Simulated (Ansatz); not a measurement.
**C₂H₈BGeN: one species, many methods**

How much do the methods differ for C₂H₈BGeN? The plan is to run it at one geometry with functionals of several rungs and with coupled cluster, and see how far each lands from CCSD(T) at the basis-set limit for the atomisation energy.

The runs use Ansatz 0.2.0, Gaussian basis; functionals in def2-TZVPP, the program's frozen cores in correlated methods.

Plan: PBE-D4, r2SCAN-D4, PBE0-D4, B3LYP-D4, ωB97X-V, ωB97M-V, B2PLYP; CCSD(T)/def2-TZVPP; MP2/def2-QZVPP; extrapolation to the limit.

## Step 1: The geometry

The geometry comes from an earlier relaxation with PBE0-D4 in a triple-zeta def2 set; it is a stationary point, not always the lowest conformer.

13 atoms, charge 0, spin multiplicity 1.

Atoms are counted from 1 here; the program's logs count them from 0.

Bond lengths: C1–C2 1.487 Å, C1–H6 1.092 Å, C1–H7 1.095 Å, C1–H8 1.099 Å, C2–N3 1.488 Å, C2–B4 1.562 Å, C2–Ge5 1.980 Å, N3–B4 1.581 Å, N3–H9 1.015 Å, N3–H10 1.013 Å, B4–Ge5 2.020 Å, B4–H11 1.190 Å, Ge5–H12 1.546 Å, Ge5–H13 1.530 Å. Angles: C2–C1–H6 109.3°, C2–C1–H7 112.8°, C2–C1–H8 111.8°, H6–C1–H7 107.4°, H6–C1–H8 106.9°, H7–C1–H8 108.2°, C1–C2–N3 119.3°, C1–C2–B4 140.0°, C1–C2–Ge5 140.0°, N3–C2–B4 62.4°, N3–C2–Ge5 98.1°, B4–C2–Ge5 68.4°, C2–N3–B4 61.1°, C2–N3–H9 120.2°, C2–N3–H10 114.4°, B4–N3–H9 126.2°, B4–N3–H10 114.4°, H9–N3–H10 111.6° and more.

As a file:

```xyz
13
charge 0, multiplicity 1
C    -1.1178    1.1865   -0.3348
C    -0.0990    0.1321   -0.0858
N    -0.0353   -0.5190    1.2505
B     0.0261   -1.4246   -0.0442
Ge    1.6541   -0.4773   -0.7751
H    -1.2047    1.3583   -1.4093
H    -0.8607    2.1438    0.1310
H    -2.1124    0.8866    0.0231
H     0.7361   -0.3197    1.8795
H    -0.9205   -0.5513    1.7430
H    -0.6691   -2.3813   -0.1733
H     2.8414    0.0455    0.0662
H     1.7820   -0.1143   -2.2560
```

## Step 2: PBE-D4 (GGA)

The input, in.yaml:

```yaml
crystal:
  periodic: [false, false, false]
  atoms:
    - {symbol: C, position_ang: [-1.117806, 1.186478, -0.334789]}
    - {symbol: C, position_ang: [-0.098959, 0.132130, -0.085753]}
    - {symbol: N, position_ang: [-0.035313, -0.518998, 1.250502]}
    - {symbol: B, position_ang: [0.026111, -1.424589, -0.044226]}
    - {symbol: Ge, position_ang: [1.654059, -0.477296, -0.775091]}
    - {symbol: H, position_ang: [-1.204724, 1.358303, -1.409291]}
    - {symbol: H, position_ang: [-0.860712, 2.143820, 0.130962]}
    - {symbol: H, position_ang: [-2.112413, 0.886628, 0.023069]}
    - {symbol: H, position_ang: [0.736111, -0.319681, 1.879502]}
    - {symbol: H, position_ang: [-0.920514, -0.551269, 1.742979]}
    - {symbol: H, position_ang: [-0.669102, -2.381350, -0.173289]}
    - {symbol: H, position_ang: [2.841445, 0.045521, 0.066177]}
    - {symbol: H, position_ang: [1.782016, -0.114296, -2.255951]}
basis:
  gaussian: {orbitals: def2-TZVPP}
hamiltonian: {xc: pbe, dispersion: d4}
output: {forces: true, orbitals: {seedname: orbitals}}
```

Started as:

```console
$ ansatz run in.yaml --threads 2 --pin off --events-out ev --progress --plain --max-ram 32768MiB --backend cuda --devices 0, --max-vram 18GiB
```

The runs that follow: r2SCAN-D4 (meta-GGA); PBE0-D4 (hybrid); B3LYP-D4 (hybrid); ωB97X-V (range-separated); ωB97M-V (range-separated); B2PLYP (double hybrid); CCSD(T) in def2-TZVPP; MP2 in def2-QZVPP.

Q: Predict the results of all the runs planned. Wanted: atomisation energy, CCSD(T)/CBS; farthest; mean size of error, hybrid; mean size of error, range-separated; gap, smallest and largest; T1 diagnostic; triples share of the correlation energy.

As calculated:

```
                               quantity                                           value
        atomisation energy, CCSD(T)/CBS                                       47.108 eV
    functionals within 0.471 eV (1.0 %)  r2SCAN-D4, PBE0-D4, B3LYP-D4, ωB97X-V, ωB97M-V
                               farthest                              PBE-D4 (+1.138 eV)
             mean size of error, hybrid                                        0.205 eV
    mean size of error, range-separated                                        0.191 eV
              gap, smallest and largest            4.62 eV (PBE-D4), 10.54 eV (ωB97X-V)
                          T1 diagnostic                                          0.0115
triples share of the correlation energy                                           4.1 %
```

In words: PBE-D4 misses by +1.138 eV. Double hybrids carry the basis error of their MP2 part in triple zeta, and no dispersion term here, so their miss is partly the set-up's. The reference freezes the cores and leaves out relativity and excitations past (T), and its outer-core shells are covered unevenly, so misses under about 0.471 eV can't be ranked. Hartree-Fock recovers 71 % of the binding; the rest is correlation. Orbital gaps span 4.6 to 10.5 eV; exact exchange widens them. Correlated methods include outer-core shells of Ge, which these sets cover unevenly.
